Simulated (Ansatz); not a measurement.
**Cl3HNNb: small, medium and large basis sets**

One table from this session's results is given with a row withheld; the runs are named, their logs left out.

The runs use Ansatz 0.2.0, Gaussian basis; one geometry, several basis sets.

The runs, in order: PBE0-D4/def2-SVP; ωB97M-V/def2-SVP; PBE0-D4/def2-QZVPP; ωB97M-V/def2-QZVPP; the functionals' def2-TZVPP values are taken from earlier runs.

## The relaxed structure

The geometry comes from an earlier relaxation with PBE0-D4 in a triple-zeta def2 set; it is a stationary point. Nb takes the def2 core potential; no spin-orbit term is included.

SMILES `[NH]=[Nb]([Cl])([Cl])[Cl]`, 6 atoms, charge 0, spin multiplicity 1.

Atoms are counted from 1 here; the program's logs count them from 0.

Bond lengths: N1–Nb2 1.723 Å, N1–H6 1.010 Å, Nb2–Cl3 2.282 Å, Nb2–Cl4 2.282 Å, Nb2–Cl5 2.282 Å. Angles: Nb2–N1–H6 180.0°, N1–Nb2–Cl3 107.1°, N1–Nb2–Cl4 107.1°, N1–Nb2–Cl5 107.1°, Cl3–Nb2–Cl4 111.8°, Cl3–Nb2–Cl5 111.8°, Cl4–Nb2–Cl5 111.8°.

Geometry (Å):

```xyz
6
Cl3HNNb
N    -0.54986    0.57051    1.03201
Nb    0.17979   -0.19105   -0.33029
Cl    1.80079   -1.58351    0.46999
Cl   -1.46541   -1.34212   -1.41450
Cl    1.05435    1.46502   -1.63401
H    -0.97757    1.01715    1.83079
```

The first run:

Input file in.yaml:

```yaml
crystal:
  periodic: [false, false, false]
  atoms:
    - {symbol: N, position_ang: [-0.549856, 0.570514, 1.032007]}
    - {symbol: Nb, position_ang: [0.179788, -0.191051, -0.330286]}
    - {symbol: Cl, position_ang: [1.800793, -1.583512, 0.469990]}
    - {symbol: Cl, position_ang: [-1.465413, -1.342118, -1.414499]}
    - {symbol: Cl, position_ang: [1.054355, 1.465018, -1.634007]}
    - {symbol: H, position_ang: [-0.977567, 1.017149, 1.830794]}
basis:
  gaussian: {orbitals: def2-SVP}
hamiltonian: {xc: pbe0, dispersion: d4}
output: {orbitals: {seedname: orbitals}}
```

Run with:

```console
$ ansatz run in.yaml --threads 4 --pin off --events-out ev --progress --plain --max-ram 10444MiB
```

Among the steps run: PBE0-D4 in def2-SVP; ωB97M-V in def2-SVP; PBE0-D4 in def2-QZVPP; ωB97M-V in def2-QZVPP.

One table of the session follows, with a row left open; its other results are not shown here.

It belongs to the step «Density functionals: the series». 

```
functional       basis  HOMO (eV)  LUMO (eV)
   PBE0-D4    def2-SVP      -8.78      -2.71
   PBE0-D4  def2-TZVPP          ?          ?
   PBE0-D4  def2-QZVPP      -8.81      -2.80
   ωB97M-V    def2-SVP     -10.97      -0.58
   ωB97M-V  def2-TZVPP     -11.03      -0.72
   ωB97M-V  def2-QZVPP     -11.04      -0.75
```

Q: Estimate the row for PBE0-D4, def2-TZVPP from the others.

The run gave: HOMO (eV): -8.80; LUMO (eV): -2.79. In the column «HOMO (eV)» it lies between PBE0-D4, def2-QZVPP (-8.81) and PBE0-D4, def2-SVP (-8.78).
